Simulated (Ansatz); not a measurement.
# C₄H₇Br: a ladder of functionals and wavefunction methods

An exercise on one series of results from a longer session: the logs are not shown, and one member is left open.

Method: functionals in def2-TZVPP, the program's frozen cores in correlated methods; program: Ansatz 0.2.0, Gaussian basis.

Levels to be run: PBE-D4, r2SCAN-D4, PBE0-D4, B3LYP-D4, ωB97X-V, ωB97M-V, B2PLYP; CCSD(T)/def2-TZVPP; MP2/def2-QZVPP; extrapolation to the limit.

## The relaxed structure

An earlier PBE0-D4 in a triple-zeta def2 set relaxation fixed the geometry.

SMILES `C[C@H]1C[C@@H]1Br`, 12 atoms, charge 0, spin multiplicity 1.

Atoms are counted from 1 here; the program's logs count them from 0.

Bond lengths: C1–C2 1.501 Å, C1–H6 1.093 Å, C1–H7 1.093 Å, C1–H8 1.093 Å, C2–C3 1.505 Å, C2–C4 1.488 Å, C2–H9 1.085 Å, C3–C4 1.490 Å, C3–H10 1.082 Å, C3–H11 1.085 Å, C4–Br5 1.912 Å, C4–H12 1.082 Å. Angles: C2–C1–H6 111.2°, C2–C1–H7 110.9°, C2–C1–H8 111.0°, H6–C1–H7 108.0°, H6–C1–H8 107.9°, H7–C1–H8 107.6°, C1–C2–C3 121.0°, C1–C2–C4 119.8°, C1–C2–H9 115.4°, C3–C2–C4 59.7°, C3–C2–H9 114.7°, C4–C2–H9 114.9°, C2–C3–C4 59.6°, C2–C3–H10 117.9°, C2–C3–H11 118.6°, C4–C3–H10 117.7°, C4–C3–H11 117.1°, H10–C3–H11 114.9° and more.

Set-up of the first run:

File in.yaml:

```yaml
crystal:
  periodic: [false, false, false]
  atoms:
    - {symbol: C, position_ang: [-1.359965, -0.494097, 0.471605]}
    - {symbol: C, position_ang: [-0.102360, 0.321796, 0.392314]}
    - {symbol: C, position_ang: [1.229668, -0.329021, 0.135652]}
    - {symbol: C, position_ang: [0.581056, 0.501017, -0.917492]}
    - {symbol: Br, position_ang: [1.329341, 2.196111, -1.391009]}
    - {symbol: H, position_ang: [-2.239131, 0.109189, 0.231904]}
    - {symbol: H, position_ang: [-1.495927, -0.905649, 1.475117]}
    - {symbol: H, position_ang: [-1.327210, -1.333065, -0.228272]}
    - {symbol: H, position_ang: [-0.065526, 1.185466, 1.047950]}
    - {symbol: H, position_ang: [2.098162, 0.080743, 0.634757]}
    - {symbol: H, position_ang: [1.260372, -1.400659, -0.028044]}
    - {symbol: H, position_ang: [0.168622, 0.012972, -1.790383]}
basis:
  gaussian: {orbitals: def2-TZVPP}
hamiltonian: {xc: pbe, dispersion: d4}
output: {forces: true, orbitals: {seedname: orbitals}}
```

Run with:

```
ansatz run in.yaml --threads 4 --pin off --events-out ev --progress --plain --max-ram 10444MiB
```

Steps of the session up to this table: PBE-D4 (GGA); r2SCAN-D4 (meta-GGA); PBE0-D4 (hybrid); B3LYP-D4 (hybrid); ωB97X-V (range-separated); ωB97M-V (range-separated); B2PLYP (double hybrid); CCSD(T) in def2-TZVPP; MP2 in def2-QZVPP.

One table of the session follows, with a row left open; its other results are not shown here.

```
            method  atomisation energy (eV)
            PBE-D4                   49.692
         r2SCAN-D4                   48.682
           PBE0-D4                   49.039
          B3LYP-D4                        ?
           ωB97X-V                   48.550
           ωB97M-V                   48.545
            B2PLYP                   47.940
     HF/def2-TZVPP                   35.959
    MP2/def2-TZVPP                   48.159
   CCSD/def2-TZVPP                   46.647
CCSD(T)/def2-TZVPP                   47.345
           MP2/CBS                   49.247
       CCSD(T)/CBS                   48.433
```

Estimate the missing values for B3LYP-D4.

The run gave: atomisation energy (eV): 48.362. In the column «atomisation energy (eV)» it lies between MP2/def2-TZVPP (48.159) and CCSD(T)/CBS (48.433).
